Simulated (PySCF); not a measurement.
# C₈H₆S: reorganisation energies

Aim: compute the reorganisation energies of C₈H₆S (`c1ccc2sccc2c1`).

Computed with PySCF 2.14.0 and routines of our own; the level stands in each step. Atoms count from 0.

### 1 The starting structure

15 atoms, charge 0, multiplicity 1; geometry from: GFN2-xTB.

### 2 Geometry optimisation at PBE0/6-31G*

What the job is given:

```
{"job": {"xc": "PBE0", "basis": "6-31G*", "grid": 1, "kind": "geom"}, "charge": 0, "multiplicity": 1}
C     -1.865127    -0.836262     0.032452
C     -2.098291     0.532728    -0.100621
C     -1.049138     1.426652    -0.158844
C      0.242849     0.929385    -0.081950
S      1.723601     1.844237    -0.130208
C      2.651024     0.388730     0.025770
C      1.896854    -0.725622     0.109791
C      0.497757    -0.449010     0.051227
C     -0.582581    -1.330865     0.108214
H     -2.704914    -1.513993     0.076639
H     -3.113547     0.895818    -0.158539
H     -1.221201     2.487056    -0.261485
H      3.720701     0.467539     0.044664
H      2.298812    -1.718087     0.209829
H     -0.401213    -2.390318     0.211149
```

Started as:

```console
$ OMP_NUM_THREADS=1 python excited_run.py task.json out
```

This one command runs all jobs of the session in turn.

Log:

```text
step   0  E = -706.12990672  max force = 0.007589
step   1  E = -706.13072758  max force = 0.000942
step   2  E = -706.13072787  max force = 0.000827
step   3  E = -706.13073218  max force = 0.000219
optimisation converged
```

It took 30 s on 1 thread of Arm Neoverse V1, shared host; peak memory 0.64 GiB.

The steps of the relaxation:

```
step  energy from step 0 (eV)  largest force component (eV/Å)
   0                   0.0000                          0.3902
   1                  -0.0223                          0.0484
   2                  -0.0223                          0.0425
   3                  -0.0225                          0.0113
```

Close pairs (by a distance rule), those that changed most:

```
  bond  before (Å)  after (Å)  change (Å)
 C2–C3       1.387      1.396      +0.010
C5–H12       1.073      1.083      +0.010
C6–H13       1.075      1.085      +0.009
 C0–C1       1.395      1.404      +0.009
 C6–C7       1.427      1.436      +0.009
 C7–C8       1.396      1.404      +0.009
 C5–C6       1.348      1.356      +0.008
 C0–C8       1.377      1.384      +0.007
```

The end geometry stands in the next job.

```
                         at the end point                value
  point group (found at 0.08 Å tolerance)                   Cs
rotational constants (GHz, main isotopes)  3.162, 1.309, 0.926
                        dipole moment (D)                 0.73
```

### 3 Relaxation after adding or removing an electron (C8H6S+ (doublet)): UKS PBE0/6-31G*

What the job is given:

```
{"job": {"kind": "ionopt", "ions": [1], "xc": "PBE0", "basis": "6-31G*", "grid": 1}, "charge": 1, "multiplicity": 2}
C     -1.867809    -0.831317    -0.002267
C     -2.103229     0.546148    -0.139386
C     -1.049236     1.444986    -0.200479
C      0.252658     0.946155    -0.122601
S      1.736194     1.858593    -0.176908
C      2.675717     0.408415    -0.012600
C      1.918183    -0.712691     0.078345
C      0.509834    -0.437164     0.017169
C     -0.576982    -1.324708     0.075688
H     -2.710214    -1.515822     0.042686
H     -3.123725     0.914009    -0.198359
H     -1.232679     2.510233    -0.306637
H      3.755859     0.477733     0.006375
H      2.332640    -1.709289     0.185141
H     -0.398248    -2.391540     0.181923
```

Method: UKS PBE0/6-31G* geometry optimisation of the ion from the geometry of its parent, gas phase.

Log:

```text
step       E/Eh        max force   <S^2>
  0    -705.83548678   0.054504   0.7642
  1    -705.83308234   0.023673   0.7649
  2    -705.83994356   0.018912   0.7653
  3    -705.84188645   0.013651   0.7653
  4    -705.84341544   0.003279   0.7651
  5    -705.84333813   0.004154   0.7652
  6    -705.84351684   0.000878   0.7653
  7    -705.84350855   0.001536   0.7652
  8    -705.84352759   0.000359   0.7652
optimisation converged
```

It took 2.4 min on 1 thread of Arm Neoverse V1, shared host; peak memory 0.67 GiB.

Key values:

```
             quantity    value
geometry moved (RMSD)  0.019 Å
                 ⟨S²⟩    0.765
```

Bonds of the start that changed most:

```
 bond  start (Å)  end (Å)
S4–C5      1.736    1.687
C5–C6      1.356    1.399
C1–C2      1.387    1.421
C6–C7      1.436    1.410
C2–C3      1.396    1.377
C0–C1      1.404    1.389
```

Mulliken spin populations:

C0 -0.11; C1 0.20; C2 0.14; C3 -0.02; S4 0.22; C5 0.11; C6 0.28; C7 -0.10; C8 0.33; H9 0.00; H10 -0.01; H11 -0.01; H12 -0.01; H13 -0.01; H14 -0.01

### 4 Reorganisation energies: UKS PBE0/6-31G*

The job, as its differences from that of step 3:

```diff
@@ -1,2 +1,2 @@
-{"job": {"kind": "ionopt", "ions": [1], "xc": "PBE0", "basis": "6-31G*", "grid": 1}, "charge": 1, "multiplicity": 2}
+{"job": {"kind": "reorg", "ions": [1, -1], "xc": "PBE0", "basis": "6-31G*", "grid": 1}, "charge": 0, "multiplicity": 1}
 C     -1.867809    -0.831317    -0.002267
```

With the program's defaults for keys left out, this is: UKS PBE0/6-31G* four-point reorganisation energy, gas phase.

Log:

```text
final grid: 62592 points
cycle   1  E = -706.0920172756  dE =  1.756e+00  |g| = 3.604e-01  |ddm| = 4.272e+00
cycle   2  E = -706.0797253828  dE =  1.229e-02  |g| = 4.183e-01  |ddm| = 9.310e-01
cycle   3  E = -706.1276323627  dE = -4.791e-02  |g| = 9.855e-02  |ddm| = 6.117e-01
cycle   4  E = -706.1304331035  dE = -2.801e-03  |g| = 3.291e-02  |ddm| = 1.582e-01
cycle   5  E = -706.1306890285  dE = -2.559e-04  |g| = 1.192e-02  |ddm| = 4.222e-02
cycle   6  E = -706.1307299395  dE = -4.091e-05  |g| = 2.792e-03  |ddm| = 1.691e-02
cycle   7  E = -706.1307318493  dE = -1.910e-06  |g| = 1.078e-03  |ddm| = 4.519e-03
cycle   8  E = -706.1307321748  dE = -3.255e-07  |g| = 1.589e-04  |ddm| = 1.300e-03
cycle   9  E = -706.1307321801  dE = -5.312e-09  |g| = 8.960e-05  |ddm| = 2.545e-04
cycle  10  E = -706.1307321825  dE = -2.342e-09  |g| = 1.302e-05  |ddm| = 1.204e-04
cycle  11  E = -706.1307321825  dE = -4.593e-11  |g| = 6.410e-06  |ddm| = 2.463e-05
converged SCF energy = -706.1307321825

hole transfer: vertical 7.9234 eV, relaxation of the ion converged
  adiabatic 7.8152 eV, lambda(ion) 0.1081, lambda(parent) 0.1241, total 0.2323 eV

electron transfer: vertical -1.2079 eV, relaxation of the ion skipped
```

Wall time 20 s (1 thread of Arm Neoverse V1, shared host); peak memory 0.67 GiB.

### 5 Outcome

| quantity | value |
| --- | --- |
| point group | Cs |
| rotational constants (main isotopes) | 3.16, 1.31, 0.93 GHz |
| geometry moved (RMSD) (step 3, UKS PBE0/6-31G*) | 0.019 Å |
| hole reorganisation energy (step 4, UKS PBE0/6-31G*) | 0.2323 eV |

**Reading.** Over 3 steps the energy fell by 0.022 eV; of the close pairs, C2–C3 changed most, 1.387 to 1.396 Å. In step 3 (relaxation after adding or removing an electron), among the bonds S4–C5 changes most, from 1.736 to 1.687 Å.
